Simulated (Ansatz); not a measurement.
**C₂H₆F₂O₂Sn: taking an electron away**

How much energy removes an electron from C₂H₆F₂O₂Sn at fixed geometry? The cation is run at each level and the neutral's energy taken from earlier runs.

Method: unrestricted cation, the program's frozen cores in correlated methods; program: Ansatz 0.2.0, Gaussian basis.

Plan: UKS PBE-D4/def2-TZVPP; UKS r2SCAN-D4/def2-TZVPP; UKS PBE0-D4/def2-TZVPP; UKS B3LYP-D4/def2-TZVPP; UKS wB97X-V/def2-TZVPP; UKS wB97M-V/def2-TZVPP; UKS B2PLYP/def2-TZVPP; UHF-CCSD(T)/def2-TZVPP; UHF-MP2/def2-QZVPP; extrapolation to the limit; then −ε(HOMO) from the neutral's earlier runs with LDA (SPW92), PBE-D4, revPBE-D4, BLYP-D4, r2SCAN-D4, B97M-V, PBE0-D4, B3LYP-D4, r2SCANh-D4, r2SCAN0-D4, HSE06-D4, BHLYP-D4, CAM-B3LYP-D4, LC-ωPBE, ωB97X-V, ωB97M-V.

1 further run of the same task is left out (for a known fault of the program).

### Step 1. Structure used throughout

An earlier PBE0-D4 in a triple-zeta def2 set relaxation fixed the geometry. Sn takes the def2 core potential; no spin-orbit term is included.

SMILES `C[O][Sn]([F])([F])[O]C`, 13 atoms, charge 0, spin multiplicity 1.

Atoms are counted from 1 here; the program's logs count them from 0.

Bond lengths: C1–O2 1.419 Å, C1–H8 1.094 Å, C1–H9 1.095 Å, C1–H10 1.092 Å, O2–Sn3 1.927 Å, Sn3–F4 1.896 Å, Sn3–F5 1.896 Å, Sn3–O6 1.927 Å, O6–C7 1.419 Å, C7–H11 1.094 Å, C7–H12 1.092 Å, C7–H13 1.095 Å. Angles: O2–C1–H8 112.3°, O2–C1–H9 111.8°, O2–C1–H10 106.9°, H8–C1–H9 108.9°, H8–C1–H10 108.5°, H9–C1–H10 108.4°, C1–O2–Sn3 121.1°, O2–Sn3–F4 106.8°, O2–Sn3–F5 108.4°, O2–Sn3–O6 117.3°, F4–Sn3–F5 109.0°, F4–Sn3–O6 108.4°, F5–Sn3–O6 106.8°, Sn3–O6–C7 121.1°, O6–C7–H11 112.3°, O6–C7–H12 106.9°, O6–C7–H13 111.8°, H11–C7–H12 108.5° and more.

### Step 2. Cation, UKS PBE-D4/def2-TZVPP

Input file in.yaml:

```yaml
crystal:
  periodic: [false, false, false]
  atoms:
    - {symbol: C, position_ang: [-1.704670, 1.835624, -0.475602]}
    - {symbol: O, position_ang: [-0.316516, 1.578430, -0.328696]}
    - {symbol: Sn, position_ang: [0.322502, 0.242658, 0.904941]}
    - {symbol: F, position_ang: [2.103869, 0.717027, 1.349990]}
    - {symbol: F, position_ang: [-0.744955, 0.314325, 2.470749]}
    - {symbol: O, position_ang: [0.311807, -1.590034, 0.308616]}
    - {symbol: C, position_ang: [1.362414, -2.105075, -0.494913]}
    - {symbol: H, position_ang: [-2.189510, 2.053860, 0.480901]}
    - {symbol: H, position_ang: [-2.225454, 0.999181, -0.953974]}
    - {symbol: H, position_ang: [-1.798287, 2.712922, -1.118725]}
    - {symbol: H, position_ang: [2.346699, -1.941322, -0.045506]}
    - {symbol: H, position_ang: [1.196826, -3.180717, -0.582075]}
    - {symbol: H, position_ang: [1.355777, -1.671678, -1.500804]}
basis:
  gaussian: {orbitals: def2-TZVPP}
total_charge: 1
magnetization: {spin_polarized: true, initial_magnetization: 1}
hamiltonian: {xc: pbe, dispersion: d4}
```

Launch:

```sh
> ansatz run in.yaml --threads 2 --pin off --events-out ev --progress --plain --max-ram 20480MiB --backend cuda --devices 0, --max-vram 18GiB
```

After this run come: Cation, UKS r2SCAN-D4/def2-TZVPP; Cation, UKS PBE0-D4/def2-TZVPP; Cation, UKS B3LYP-D4/def2-TZVPP; Cation, UKS wB97X-V/def2-TZVPP; Cation, UKS wB97M-V/def2-TZVPP; Cation, UKS B2PLYP (frozen core)/def2-TZVPP; Cation, UHF-CCSD(T)/def2-TZVPP; Cation, UHF-MP2/def2-QZVPP.

**Question.** What will the summary of the whole plan be? Wanted: ionisation energy, CCSD(T)/CBS; nearest functional by difference; nearest −ε(HOMO); −ε(HOMO) of PBE; T1 of the cation.

As calculated:

```
                        quantity               value
  ionisation energy, CCSD(T)/CBS            11.22 eV
nearest functional by difference  ωB97X-V (-0.29 eV)
                nearest −ε(HOMO)  ωB97X-V (-0.16 eV)
                 −ε(HOMO) of PBE             6.96 eV
                T1 of the cation               0.031
```

What this shows: By cation minus neutral, the functionals miss by 1.31 eV at most. The PBE orbital energy is 4.3 eV too small: a semilocal HOMO is no ionisation energy. Among orbital estimates ωB97X-V comes nearest. Hartree-Fock falls 1.35 eV short, as the neutral has more correlation energy than the cation. The cation's T1 (from the report) is 0.031, near the customary mark of 0.045 for open shells, so the coupled-cluster value is less safe. Correlated methods include outer-core shells of Sn, which these sets cover unevenly. With outer-core shells in play the reference is unsure by up to some tenths of an eV, so close misses can't be ranked.
